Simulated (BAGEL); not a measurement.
**One shape, several levels: C3H6Al− (SMILES [AlH3-][CH]1C=C1)**

Aim: a comparison of 3 runs (HF/3-21G, HF/6-31G*, HF/cc-pVDZ) of C3H6Al−. 

The calculation is run with BAGEL 1.2.2.

2 further runs of the same task are left out: 2 that didn't finish. Runs told in other sessions of the task aren't counted.

## Step 1: The molecule

The species is C3H6Al− (10 atoms), meant as a singlet with charge -1. SMILES: `[AlH3-][CH]1C=C1`. The Al1–H7 distance was set to 2.110 Å, away from the relaxed value.

Bond lengths: Al1–C2 2.038 Å, C2–C3 1.534 Å, C2–C4 1.533 Å, C3–C4 1.291 Å, Al1–H5 1.622 Å, Al1–H6 1.622 Å, C2–H8 1.118 Å, C3–H9 1.067 Å, C4–H10 1.067 Å. Some angles: Al1–C2–C3 120.6°, Al1–C2–C4 120.9°, C3–C2–C4 49.8°, C2–C3–C4 65.1°, C2–C4–C3 65.1°, Al1–C2–H8 122.5°, C3–C2–H8 110.9°, C4–C2–H8 110.9°, C2–Al1–H5 109.9°, C2–Al1–H6 110.4°.

## Step 2: A single-point energy at HF/3-21G (density fitting with qzvpp-jkfit) (run 1)

input.json reads:

```json
{ "bagel": [

{
  "title": "molecule",
  "basis": "3-21g",
  "df_basis": "qzvpp-jkfit",
  "angstrom": true,
  "geometry": [
    { "atom": "Al", "xyz": [      -1.468953,       0.377930,      -0.632611 ] },
    { "atom": "C", "xyz": [      -0.376213,      -1.022630,       0.366749 ] },
    { "atom": "C", "xyz": [       1.142457,      -1.114910,       0.169359 ] },
    { "atom": "C", "xyz": [       0.769907,      -0.609730,       1.298039 ] },
    { "atom": "H", "xyz": [      -2.035833,      -0.247810,      -2.017541 ] },
    { "atom": "H", "xyz": [      -2.715763,       0.875200,       0.277349 ] },
    { "atom": "H", "xyz": [      -0.174840,       1.993820,      -1.041410 ] },
    { "atom": "H", "xyz": [      -0.800773,      -2.011980,       0.669629 ] },
    { "atom": "H", "xyz": [       1.935337,      -1.407140,      -0.481951 ] },
    { "atom": "H", "xyz": [       1.036867,      -0.188850,       2.241449 ] }
  ]
},

{
  "title": "hf",
  "charge": -1
},

{
  "title": "print",
  "file": "orbitals.molden",
  "orbitals": true
}

]}
```

The run is started by

```bash
$ BAGEL_NUM_THREADS=1 BAGEL input.json > input.out
```

The program printed:

```text
* using 1 threads per process

  ===============================================================
  ===============================================================

  *** Geometry ***

  { "atom" : "Al", "xyz" : [     -2.775919,      0.714184,     -1.195462 ] },
  { "atom" : "C", "xyz" : [     -0.710940,     -1.932491,      0.693055 ] },
  { "atom" : "C", "xyz" : [      2.158931,     -2.106875,      0.320042 ] },
  { "atom" : "C", "xyz" : [      1.454913,     -1.152223,      2.452938 ] },
  { "atom" : "H", "xyz" : [     -3.847167,     -0.468293,     -3.812600 ] },
  { "atom" : "H", "xyz" : [     -5.132048,      1.653888,      0.524114 ] },
  { "atom" : "H", "xyz" : [     -0.330400,      3.767774,     -1.967980 ] },
  { "atom" : "H", "xyz" : [     -1.513242,     -3.802091,      1.265415 ] },
  { "atom" : "H", "xyz" : [      3.657257,     -2.659109,     -0.910755 ] },
  { "atom" : "H", "xyz" : [      1.959395,     -0.356875,      4.235725 ] },

  Number of auxiliary basis functions:      461

  Since a DF basis is specified, we compute 2- and 3-index integrals:
    o Being stored without compression. Storage requirement is 0.010 GB

  Number of basis functions:       52
  Number of electrons      :       37

    * METHOD: MOLECULE                             0.12

  *** RHF ***

  === Nuclear Repulsion ===
   131.2236181657

      * DIIS with orbital gradients will be used.

  === RHF iteration (3-21g) ===
      0       -356.78588488          0.01712996           0.02
      1       -356.85867099          0.00557974           0.02
      2       -356.86713330          0.00195670           0.02
      3       -356.86813599          0.00025573           0.02
      4       -356.86816182          0.00007195           0.02
      5       -356.86816474          0.00001717           0.02
      6       -356.86816496          0.00000400           0.02
      7       -356.86816497          0.00000097           0.02
      8       -356.86816497          0.00000043           0.02
      9       -356.86816497          0.00000016           0.02
     10       -356.86816497          0.00000006           0.02
     11       -356.86816497          0.00000002           0.02
     12       -356.86816497          0.00000001           0.02
     13       -356.86816497          0.00000000           0.02
    * SCF iteration converged.

    * Permanent dipole moment:
           (   -1.628477,     1.729239,    -1.357321) a.u.

    * METHOD: HF                                   0.29

    * METHOD: PRINT                                0.00

  ===============================================================
```

It took 0.58 s on 1 thread of AMD EPYC 9B45 (Zen 5), shared host.

## Step 3: The energy at HF/6-31G(d) (density fitting with qzvpp-jkfit, spherical functions) (run 2)

input.json reads:

```json
{ "bagel" : [

{
  "title" : "molecule",
  "basis" : "6-31gs.json",
  "df_basis" : "qzvpp-jkfit",
  "angstrom" : true,
  "geometry" : [
    { "atom" : "Al", "xyz" : [      -1.468953,       0.377930,      -0.632611 ] },
    { "atom" : "C", "xyz" : [      -0.376213,      -1.022630,       0.366749 ] },
    { "atom" : "C", "xyz" : [       1.142457,      -1.114910,       0.169359 ] },
    { "atom" : "C", "xyz" : [       0.769907,      -0.609730,       1.298039 ] },
    { "atom" : "H", "xyz" : [      -2.035833,      -0.247810,      -2.017541 ] },
    { "atom" : "H", "xyz" : [      -2.715763,       0.875200,       0.277349 ] },
    { "atom" : "H", "xyz" : [      -0.174840,       1.993820,      -1.041410 ] },
    { "atom" : "H", "xyz" : [      -0.800773,      -2.011980,       0.669629 ] },
    { "atom" : "H", "xyz" : [       1.935337,      -1.407140,      -0.481951 ] },
    { "atom" : "H", "xyz" : [       1.036867,      -0.188850,       2.241449 ] }
  ]
},

{ "title" : "hf", "charge" : -1 },

{ "title" : "print", "file" : "orbitals.molden", "orbitals" : true }

]}
```

The basis set 6-31G* is read from a file made from the Basis Set Exchange's data (not shown).

The run is started by

```bash
$ BAGEL_NUM_THREADS=1 BAGEL input.json > input.out
```

The program printed:

```text
* using 1 threads per process

  ===============================================================
  ===============================================================

  *** Geometry ***

  { "atom" : "Al", "xyz" : [     -2.775919,      0.714184,     -1.195462 ] },
  { "atom" : "C", "xyz" : [     -0.710940,     -1.932491,      0.693055 ] },
  { "atom" : "C", "xyz" : [      2.158931,     -2.106875,      0.320042 ] },
  { "atom" : "C", "xyz" : [      1.454913,     -1.152223,      2.452938 ] },
  { "atom" : "H", "xyz" : [     -3.847167,     -0.468293,     -3.812600 ] },
  { "atom" : "H", "xyz" : [     -5.132048,      1.653888,      0.524114 ] },
  { "atom" : "H", "xyz" : [     -0.330400,      3.767774,     -1.967980 ] },
  { "atom" : "H", "xyz" : [     -1.513242,     -3.802091,      1.265415 ] },
  { "atom" : "H", "xyz" : [      3.657257,     -2.659109,     -0.910755 ] },
  { "atom" : "H", "xyz" : [      1.959395,     -0.356875,      4.235725 ] },

  Number of auxiliary basis functions:      461

  Since a DF basis is specified, we compute 2- and 3-index integrals:
    o Being stored without compression. Storage requirement is 0.019 GB

  Number of basis functions:       72
  Number of electrons      :       37

    * METHOD: MOLECULE                             0.13

  *** RHF ***

  === Nuclear Repulsion ===
   131.2236181657

      * DIIS with orbital gradients will be used.

  === RHF iteration (6-31gs.json) ===
      0       -358.72884754          0.01631156           0.02
      1       -358.82904858          0.00729694           0.02
      2       -358.84696849          0.00169653           0.02
      3       -358.84840588          0.00026490           0.02
      4       -358.84844038          0.00008293           0.02
      5       -358.84844524          0.00002197           0.02
      6       -358.84844566          0.00000573           0.02
      7       -358.84844570          0.00000174           0.02
      8       -358.84844570          0.00000044           0.02
      9       -358.84844570          0.00000018           0.02
     10       -358.84844570          0.00000007           0.02
     11       -358.84844570          0.00000004           0.02
     12       -358.84844570          0.00000002           0.02
     13       -358.84844570          0.00000001           0.02
    * SCF iteration converged.

    * Permanent dipole moment:
           (   -1.566321,     1.782455,    -1.364941) a.u.

    * METHOD: HF                                   0.38

    * METHOD: PRINT                                0.01

  ===============================================================
```

It took 0.68 s on 1 thread of AMD EPYC 9B45 (Zen 5), shared host; peak memory 0.098 GiB.

## Step 4: A single-point energy at HF/cc-pVDZ (density fitting with qzvpp-jkfit) (run 3)

input.json reads:

```json
{ "bagel": [

{
  "title": "molecule",
  "basis": "cc-pvdz.json",
  "df_basis": "qzvpp-jkfit",
  "angstrom": "true",
  "geometry": [
    { "atom": "Al", "xyz": [      -1.468953,       0.377930,      -0.632611 ] },
    { "atom": "C", "xyz": [      -0.376213,      -1.022630,       0.366749 ] },
    { "atom": "C", "xyz": [       1.142457,      -1.114910,       0.169359 ] },
    { "atom": "C", "xyz": [       0.769907,      -0.609730,       1.298039 ] },
    { "atom": "H", "xyz": [      -2.035833,      -0.247810,      -2.017541 ] },
    { "atom": "H", "xyz": [      -2.715763,       0.875200,       0.277349 ] },
    { "atom": "H", "xyz": [      -0.174840,       1.993820,      -1.041410 ] },
    { "atom": "H", "xyz": [      -0.800773,      -2.011980,       0.669629 ] },
    { "atom": "H", "xyz": [       1.935337,      -1.407140,      -0.481951 ] },
    { "atom": "H", "xyz": [       1.036867,      -0.188850,       2.241449 ] }
  ]
},

{ "title": "hf", "charge": -1 },

{ "title": "print", "file": "orbitals.molden", "orbitals": "true" }

]}
```

The basis set cc-pVDZ is read from a file made from the Basis Set Exchange's data (not shown).

The run is started by

```bash
$ BAGEL_NUM_THREADS=1 BAGEL input.json > input.out
```

The program printed:

```text
* using 1 threads per process

  ===============================================================
  ===============================================================

  *** Geometry ***

  { "atom" : "Al", "xyz" : [     -2.775919,      0.714184,     -1.195462 ] },
  { "atom" : "C", "xyz" : [     -0.710940,     -1.932491,      0.693055 ] },
  { "atom" : "C", "xyz" : [      2.158931,     -2.106875,      0.320042 ] },
  { "atom" : "C", "xyz" : [      1.454913,     -1.152223,      2.452938 ] },
  { "atom" : "H", "xyz" : [     -3.847167,     -0.468293,     -3.812600 ] },
  { "atom" : "H", "xyz" : [     -5.132048,      1.653888,      0.524114 ] },
  { "atom" : "H", "xyz" : [     -0.330400,      3.767774,     -1.967980 ] },
  { "atom" : "H", "xyz" : [     -1.513242,     -3.802091,      1.265415 ] },
  { "atom" : "H", "xyz" : [      3.657257,     -2.659109,     -0.910755 ] },
  { "atom" : "H", "xyz" : [      1.959395,     -0.356875,      4.235725 ] },

  Number of auxiliary basis functions:      461

  Since a DF basis is specified, we compute 2- and 3-index integrals:
    o Being stored without compression. Storage requirement is 0.030 GB

  Number of basis functions:       90
  Number of electrons      :       37

    * METHOD: MOLECULE                             0.15

  *** RHF ***

  === Nuclear Repulsion ===
   131.2236181657

      * DIIS with orbital gradients will be used.

  === RHF iteration (cc-pvdz.json) ===
      0       -358.73937941          0.01366691           0.03
      1       -358.85169908          0.00711358           0.03
      2       -358.87522673          0.00136048           0.03
      3       -358.87682666          0.00023887           0.03
      4       -358.87686305          0.00007916           0.03
      5       -358.87686872          0.00001957           0.03
      6       -358.87686925          0.00000460           0.03
      7       -358.87686929          0.00000160           0.03
      8       -358.87686929          0.00000044           0.03
      9       -358.87686929          0.00000017           0.03
     10       -358.87686929          0.00000007           0.03
     11       -358.87686929          0.00000004           0.03
     12       -358.87686929          0.00000002           0.03
     13       -358.87686929          0.00000001           0.03
    * SCF iteration converged.

    * Permanent dipole moment:
           (   -1.559495,     1.787094,    -1.364649) a.u.

    * METHOD: HF                                   0.55

    * METHOD: PRINT                                0.01

  ===============================================================
```

It took 0.86 s on 1 thread of AMD EPYC 9B45 (Zen 5), shared host; peak memory 0.12 GiB.

## Step 5: All runs side by side

| run | level | energy (Eh) | HOMO energy (eV) | LUMO energy (eV) | HOMO–LUMO gap (eV) | wall time |
| --- | --- | --- | --- | --- | --- | --- |
| 1 | HF/3-21G (density fitting with qzvpp-jkfit) | -356.868165 | -3.90 | 8.80 | 12.70 | 0.58 s |
| 2 | HF/6-31G* (density fitting with qzvpp-jkfit, spherical functions) | -358.848446 | -3.87 | 8.48 | 12.34 | 0.68 s |
| 3 | HF/cc-pVDZ (density fitting with qzvpp-jkfit) | -358.876869 | -3.98 | 8.24 | 12.22 | 0.86 s |

## Step 6: Results

| quantity | value |
| --- | --- |
| run 3: total energy | -358.87687 Eh |
| run 3: HOMO energy | -3.98 eV |
| run 3: LUMO energy | 8.24 eV |
| run 3: HOMO–LUMO gap (to an unbound level, set by the basis) | 12.22 eV |

In words: The HOMO–LUMO gap runs from 12.22 eV (HF/cc-pVDZ) to 12.70 eV (HF/3-21G). The empty levels of an anion lie above zero and hang on the basis. All runs together took 2.1 s, the longest 0.86 s.
